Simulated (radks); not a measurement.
# Ca⁴⁺ in [Ne] 3s2 3p4: an all-electron calculation

One table from this session's results is given with a row withheld; the runs are named, their logs left out.

Method: non-relativistic Kohn-Sham, LDA (Slater exchange, Perdew-Zunger correlation), spin-polarised, spherical densities, point nucleus; open shells are filled with parallel spins first. Code: radks (a radial shooting solver on a logarithmic mesh, Libxc functionals) version 1.

## The atom as given

| Item | Value |
| --- | --- |
| element | calcium (Z = 20) |
| charge | +4 |
| electrons | 16 |
| configuration | [Ne] 3s2 3p4 |

The outer shells:

Ca⁴⁺
```
[Ne] core
3s [↑↓]
3p [↑↓][↑ ][↑ ]
```

The first run:

Input:

```text
Z 20
configuration [Ne] 3s2 3p4 4s0 3d0
relativity non-relativistic
functional lda,pz
spin polarised
nucleus point
```

One table of the session follows, with a row left open; its other results are not shown here.

It belongs to the step «Shells». Radial moments (bohr):

```
  level      <r>  outermost maximum (interpolated)  90 % within  nodes
  1s up  0.07754                            0.0509        0.138      0
1s down        ?                                 ?            ?      ?
  2s up   0.3674                             0.303        0.572      1
2s down   0.3671                             0.303        0.571      1
  2p up   0.3284                             0.247        0.542      0
2p down   0.3282                             0.247        0.541      0
  3s up    1.100                             0.973         1.63      2
3s down    1.106                             0.974         1.64      2
  3p up    1.157                              1.00         1.75      1
3p down    1.167                              1.01         1.77      1
  3d up    1.278                              1.01         2.04      0
3d down    1.304                              1.02         2.09      0
  4s up    2.553                              2.40         3.65      3
4s down    2.592                              2.44         3.71      3
```

Estimate the missing values for 1s down.

**Answer.** <r>: 0.07753; outermost maximum (interpolated): 0.0509; 90 % within: 0.138; nodes: 0. In the column «<r>» it is the lowest.

Caveats from the session: Open shells are spherical and high-spin; term and fine-structure splittings are not resolved.
